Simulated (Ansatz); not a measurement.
# C20H19BO2: geometry, orbitals and charge

Aim: characterise C20H19BO2 as a singlet: its structure, frontier levels and distribution of charge.

The runs use Ansatz 0.2.0, Gaussian basis; RKS PBE0-D4/def2-TZVP.

The runs, in order: relaxation at PBE-D4/def2-SVP; a single point at PBE0-D4/def2-TZVP.

## Step 1: Starting geometry

SMILES `OB(O)CCCCc1ccc2ccc3cccc4ccc1c2c34`, 42 atoms, charge 0, spin multiplicity 1.

Atoms are counted from 1 here; the program's logs count them from 0.

Bond lengths: O1–B2 1.355 Å, O1–H24 0.958 Å, B2–O3 1.355 Å, B2–C4 1.597 Å, O3–H25 0.958 Å, C4–C5 1.533 Å, C4–H26 1.091 Å, C4–H27 1.091 Å, C5–C6 1.525 Å, C5–H28 1.091 Å, C5–H29 1.093 Å, C6–C7 1.536 Å, C6–H30 1.091 Å, C6–H31 1.093 Å, C7–C8 1.501 Å, C7–H32 1.092 Å, C7–H33 1.091 Å, C8–C9 1.389 Å and more. Angles: B2–O1–H24 117.5°, O1–B2–O3 123.2°, O1–B2–C4 118.0°, O3–B2–C4 118.9°, B2–O3–H25 117.3°, B2–C4–C5 111.8°, B2–C4–H26 110.0°, B2–C4–H27 110.3°, C5–C4–H26 109.0°, C5–C4–H27 108.2°, H26–C4–H27 107.4°, C4–C5–C6 111.9°, C4–C5–H28 109.0°, C4–C5–H29 109.2°, C6–C5–H28 109.8°, C6–C5–H29 109.1°, H28–C5–H29 107.9°, C5–C6–C7 111.9° and more.

The start is a GFN2-xTB geometry.

## Step 2: Relaxation at PBE-D4/def2-SVP

Input file in.yaml:

```yaml
crystal:
  periodic: [false, false, false]
  atoms:
    - {symbol: O, position_ang: [6.298760, 0.094180, -1.564670]}
    - {symbol: B, position_ang: [4.954690, 0.129990, -1.736080]}
    - {symbol: O, position_ang: [4.329480, 1.054280, -2.504550]}
    - {symbol: C, position_ang: [4.073110, -0.956870, -0.967670]}
    - {symbol: C, position_ang: [3.205310, -0.317740, 0.123220]}
    - {symbol: C, position_ang: [2.410210, -1.361510, 0.901280]}
    - {symbol: C, position_ang: [1.579030, -0.726010, 2.025170]}
    - {symbol: C, position_ang: [0.499340, 0.158990, 1.472880]}
    - {symbol: C, position_ang: [0.726620, 1.527570, 1.398520]}
    - {symbol: C, position_ang: [-0.205140, 2.395090, 0.867240]}
    - {symbol: C, position_ang: [-1.425390, 1.917770, 0.390540]}
    - {symbol: C, position_ang: [-2.418830, 2.787990, -0.146090]}
    - {symbol: C, position_ang: [-3.602760, 2.311120, -0.592790]}
    - {symbol: C, position_ang: [-3.893960, 0.915910, -0.555210]}
    - {symbol: C, position_ang: [-5.106050, 0.400990, -1.016800]}
    - {symbol: C, position_ang: [-5.359390, -0.957600, -0.977670]}
    - {symbol: C, position_ang: [-4.414050, -1.832890, -0.477240]}
    - {symbol: C, position_ang: [-3.191770, -1.361230, 0.002540]}
    - {symbol: C, position_ang: [-2.200060, -2.230140, 0.540630]}
    - {symbol: C, position_ang: [-1.024800, -1.753970, 1.011900]}
    - {symbol: C, position_ang: [-0.713390, -0.360050, 0.988000]}
    - {symbol: C, position_ang: [-1.684280, 0.525860, 0.450000]}
    - {symbol: C, position_ang: [-2.919730, 0.027910, -0.034070]}
    - {symbol: H, position_ang: [6.821020, 0.758850, -2.016530]}
    - {symbol: H, position_ang: [4.877330, 1.713480, -2.933380]}
    - {symbol: H, position_ang: [4.720680, -1.706820, -0.512230]}
    - {symbol: H, position_ang: [3.415660, -1.474680, -1.667400]}
    - {symbol: H, position_ang: [2.522360, 0.396340, -0.339850]}
    - {symbol: H, position_ang: [3.847070, 0.232220, 0.815560]}
    - {symbol: H, position_ang: [1.751860, -1.895410, 0.213780]}
    - {symbol: H, position_ang: [3.100920, -2.086320, 1.338480]}
    - {symbol: H, position_ang: [2.244290, -0.131430, 2.654750]}
    - {symbol: H, position_ang: [1.147740, -1.509750, 2.650460]}
    - {symbol: H, position_ang: [1.664160, 1.920810, 1.765480]}
    - {symbol: H, position_ang: [0.006390, 3.454270, 0.817800]}
    - {symbol: H, position_ang: [-2.199370, 3.846310, -0.181850]}
    - {symbol: H, position_ang: [-4.354960, 2.977980, -0.990730]}
    - {symbol: H, position_ang: [-5.849350, 1.079810, -1.409660]}
    - {symbol: H, position_ang: [-6.303750, -1.337850, -1.339490]}
    - {symbol: H, position_ang: [-4.614970, -2.894300, -0.449960]}
    - {symbol: H, position_ang: [-2.413290, -3.290000, 0.568300]}
    - {symbol: H, position_ang: [-0.300770, -2.443160, 1.417390]}
basis:
  gaussian: {orbitals: def2-SVP, fitting: {mean_field: def2-universal-jkfit}}
hamiltonian: {xc: pbe, dispersion: d4}
scf: {lower_state_search: "off"}
output: {orbitals: {seedname: orbitals}}
relax: {f_tol: 0.03, max_steps: 70}
```

Run with:

```console
> ansatz run in.yaml --threads 2 --pin off --events-out ev --progress --plain --max-ram 20480MiB --backend cuda --devices 0, --max-vram 18GiB
```

After this run come: Single point, PBE0-D4/def2-TZVP.

Q: Predict the results of all the runs planned. Wanted: point group; commonest bond, hydrogen aside; HOMO, LUMO at PBE0-D4/def2-TZVP; dipole at PBE-D4/def2-SVP.

The runs gave:

| quantity | value |
| --- | --- |
| point group | C1 |
| commonest bond, hydrogen aside | C–C, 23 of mean length 1.438 Å |
| HOMO, LUMO at PBE0-D4/def2-TZVP | -5.61, -1.68 eV |
| dipole at PBE-D4/def2-SVP | 2.85 D |

The molecule keeps its bonding pattern by the stored test; the atoms moved 0.08 Å (rms). No usable vibrations, so a minimum isn't proven. The HOMO lies nearest to 4 C atoms about 11 % each; 4 C atoms about 7 % each and the LUMO to 4 C atoms about 10 % each; 4 C atoms about 7 % each. The point group is read from a loosely relaxed geometry; soft torsions can leave it below the true symmetry.
